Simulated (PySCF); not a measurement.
# (F2B-mu-NH2)2: geometry, NMR shifts, electronic excitations, spin-spin couplings and core binding energies

What NMR shifts, electronic excitations, spin-spin couplings and core binding energies should (F2B-mu-NH2)2 show?

The runs use PySCF 2.14.0, with density-fitted response routines of our own; the level of theory stands in each step. All values are computed, except where a source is named. Atoms are numbered from 0 throughout.

### Step 1. Starting geometry

12 atoms, charge 0, multiplicity 1; geometry from: GFN2-xTB. The atoms were then displaced at random by about 0.03 Å, so the start is not that level's minimum.

Bonds of the start (Å): B0–F1 1.41, B0–F2 1.23, B0–N3 1.65, B0–N7 1.69, N3–B4 1.59, N3–H8 1.14, N3–H9 0.95, B4–F5 1.38, B4–F6 1.39, B4–N7 1.55, N7–H10 0.94, N7–H11 1.02.

### Step 2. Optimising the geometry at PBE0-D3(BJ)/def2-SVP

Job settings and geometry (Å):

```
{"job": {"xc": "PBE0", "basis": "def2-SVP", "d3": "d3bj", "grid": 1, "maxiter": 40, "shake": 0.03, "kind": "geom"}, "charge": 0, "multiplicity": 1}
B     -0.243850    -1.147310    -0.054330
F     -1.595700    -1.502810     0.099950
F      0.501590    -2.080280    -0.356000
N      0.295650    -0.120300     1.118920
B      0.297770     1.049790     0.035280
F     -0.572450     2.088100     0.322990
F      1.608770     1.481790    -0.106130
N     -0.149790     0.143160    -1.144810
H     -0.494200     0.038720     1.923280
H      1.071330    -0.412030     1.577530
H      0.459910    -0.028940    -1.841300
H     -1.063560     0.407360    -1.524370
```

Command:

```sh
$ OMP_NUM_THREADS=1 python probes_run.py task.json out
```

The driver reads the jobs from task.json and runs them one after another.

**Question.** This job is followed by: GIAO PBE0/pcSseg-1 NMR shielding, non-relativistic, gas phase; TDDFT CAM-B3LYP/def2-SVPD, vertical, gas phase, core orbitals frozen in the response; B3LYP/pcJ-1 indirect spin-spin coupling, non-relativistic, gas phase; GIAO B3LYP/pcSseg-1 NMR shielding, non-relativistic, gas phase; delta-SCF UKS SCAN, pcX-2 on the ionised atom (unc-x2c-TZVPall on a metal), pcseg-1 elsewhere, spin-free X2C. Predict these results of the whole session: point group; rotational constants (main isotopes); 1H shifts against TMS (PBE0/pcSseg-1, means over atoms taken as alike); 11B shifts against BF3·OEt2 (PBE0/pcSseg-1, means over atoms taken as alike); 19F shifts against CFCl3 (PBE0/pcSseg-1, means over atoms taken as alike); 15N shifts against NH3 (PBE0/pcSseg-1, means over atoms taken as alike); surface potential, 1st and 99th percentile; lowest singlet (CAM-B3LYP/def2-SVPD); brightest single state of those computed; lowest triplet; vertical ionisation energy (ΔSCF); largest coupling of the table (B3LYP/pcJ-1); B1s binding energies, SCAN/pcX-2; F1s binding energies, SCAN/pcX-2; N1s binding energies, SCAN/pcX-2; range of the shift of N3.

**Answer**, as computed:

| quantity | value |
| --- | --- |
| point group | D2h |
| rotational constants (main isotopes) | 3.29, 1.53, 1.31 GHz |
| 1H shifts against TMS (PBE0/pcSseg-1, means over atoms taken as alike) | 1.91 ppm |
| 11B shifts against BF3·OEt2 (PBE0/pcSseg-1, means over atoms taken as alike) | -4.0 ppm |
| 19F shifts against CFCl3 (PBE0/pcSseg-1, means over atoms taken as alike) | -155.4 ppm |
| 15N shifts against NH3 (PBE0/pcSseg-1, means over atoms taken as alike) | 65.4 ppm |
| surface potential, 1st and 99th percentile | -1.14 V and 2.34 V |
| lowest singlet (CAM-B3LYP/def2-SVPD) | 8.87 eV (140 nm), f = 0.000 |
| brightest single state of those computed | state 3, 10.07 eV, f = 0.164 |
| lowest triplet | 8.67 eV |
| vertical ionisation energy (ΔSCF) | 12.38 eV |
| largest coupling of the table (B3LYP/pcJ-1) | 1J(B,F) B0–F1, -90.8 Hz |
| B1s binding energies, SCAN/pcX-2 | B0 199.46 eV |
| F1s binding energies, SCAN/pcX-2 | F1 692.62 eV |
| N1s binding energies, SCAN/pcX-2 | N3 406.96 eV |
| range of the shift of N3 | 65.4 to 68.8 ppm |

In words: The start was shaken at random, so part of the energy gained undoes that. The optimisation took 15 steps and gained 1.132 eV; among the close pairs (by a distance rule), B0–F2 changed most, from 1.232 to 1.362 Å. No frequency check was run at this level, so the end point may be a saddle. At PBE0/pcSseg-1: The widest tensor belongs to F1, F2, F5, F6: span 38 ppm, with a paramagnetic part of -136 ppm. The first singlet state (HOMO→LUMO 0.93) lies at 8.87 eV and is dark; of the 10 states computed, the strongest absorption comes from state 3 at 10.07 eV. The lowest triplet lies 0.20 eV below the lowest singlet (triplets in Tamm-Dancoff, singlets in full TDDFT). The orbital energy would give 11.39 eV for ionisation, ΔSCF gives 12.38 eV. In the run at B3LYP/pcJ-1, the largest coupling of the table is B0–F1 (mean over like pairs), -90.8 Hz, of which the Fermi-contact term gives -63.6 Hz. Density functionals describe couplings to fluorine poorly, F–F couplings above all, so those rows are rough. In ppm, N3 (with its like atoms) moves most: its shift spreads over 3.3 ppm, from 65.4 (PBE0/pcSseg-1) to 68.8 (B3LYP/pcSseg-1).
